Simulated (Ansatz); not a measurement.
**LiSe+ (triplet): the correlation ladder at distance Se1–Li2 = 4.839 Å, cc-pVDZ**

How much of the correlation energy of LiSe+ (triplet) does each wave-function method recover here?

The runs use Ansatz 0.2.0, Gaussian basis; cc-pVDZ, core rule «outside noble gas», up to 15 orbitals frozen.

To be run: UHF; CCSD(T) on ROHF; CCSD(T) on UHF; BCCD(T) on ROHF; CISD; CCSDT(Q) on ROHF; CCSDT(Q) on UHF; CASSCF and MRCISD+Q, 4 electrons in 4 orbitals; CASSCF and NEVPT2, 4 electrons in 4 orbitals; Full CI.

73 further runs of the same task are left out: 55 for a known fault of the program, 12 that didn't finish, 6 set aside as unsound or not needed.

## (1) The geometry

The geometry derives from a PBE0/def2-TZVP stationary point (not a proven minimum). One bond is set to the value named and the two fragments are kept rigid. No spin-orbit coupling is included. The filled d shell of Se may be among the frozen orbitals whatever the setting's name suggests; the logs give the count.

2 atoms, charge 1, spin multiplicity 3.

Atoms are counted from 1 here; the program's logs count them from 0.

No contacts short enough for the rule that draws bonds.

## (2) UHF

The input, in.yaml:

```yaml
crystal:
  periodic: [false, false, false]
  atoms:
    - {symbol: Se, position_ang: [0.000000, 0.000000, 0.000000]}
    - {symbol: Li, position_ang: [0.000000, 0.000000, 4.839000]}
basis:
  gaussian: {orbitals: cc-pVDZ}
total_charge: 1
magnetization: {spin_polarized: true, initial_magnetization: 2}
hamiltonian: {xc: hf}
output: {orbitals: {seedname: orbitals}}
```

Started as:

```
$ ansatz run in.yaml --threads 1 --pin off --events-out ev --progress --plain --max-ram 2393MiB
```

Further steps of the session: CCSD(T) on ROHF; CCSD(T) on UHF; BCCD(T) on ROHF; CISD; CCSDT(Q) on ROHF; CCSDT(Q) on UHF; CASSCF and MRCISD+Q, 4 electrons in 4 orbitals; CASSCF and NEVPT2, 4 electrons in 4 orbitals; Full CI.

**Question.** What will the summary of the whole plan be? Wanted: FCI below the RHF energy; RMP2 from FCI; UMP2 from FCI; RCCSD from FCI; RCCSD(T) from FCI; UCCSD(T) from FCI; RCCSDT(Q) from FCI; UCCSDT(Q) from FCI; NEVPT2 pair from FCI.

As calculated:

| quantity | value |
| --- | --- |
| FCI below the RHF energy | -2.5069 eV |
| RMP2 from FCI | +10.27 kcal/mol |
| UMP2 from FCI | +10.49 kcal/mol |
| RCCSD from FCI | +0.83 kcal/mol |
| RCCSD(T) from FCI | +0.21 kcal/mol |
| UCCSD(T) from FCI | +0.03 kcal/mol |
| RCCSDT(Q) from FCI | 0.00 kcal/mol |
| UCCSDT(Q) from FCI | -0.17 kcal/mol |
| NEVPT2 pair from FCI | +8.80 kcal/mol |
| MRCISD+Q pair from FCI | -0.40 kcal/mol |
| levels within 1 kcal/mol (43 meV) | RCCSD, UCCSD, RCCSD(T), UCCSD(T), BCCD(T), RCCSDT, UCCSDT, RCCSDT(Q), UCCSDT(Q), MRCISD+Q pair |
| T1 diagnostic | 0.015 |
| effectively unpaired electrons | 2.01 |

In words: RCCSD(T) misses by +0.21 kcal/mol, 0.4 % of the correlation energy. UCCSDT, UCCSDT(Q), MRCISD+Q pair fall below full CI: unrestricted runs freeze a spin-polarised core, another one than full CI's, and coupled cluster isn't variational. One determinant dominates. Of the multireference levels listed MRCISD+Q pair comes nearest in total energy (-0.40 kcal/mol), which doesn't show that its space is the better one. These misses are within one basis, not against nature; the frozen cores of restricted and unrestricted runs differ, which can shift their rows.
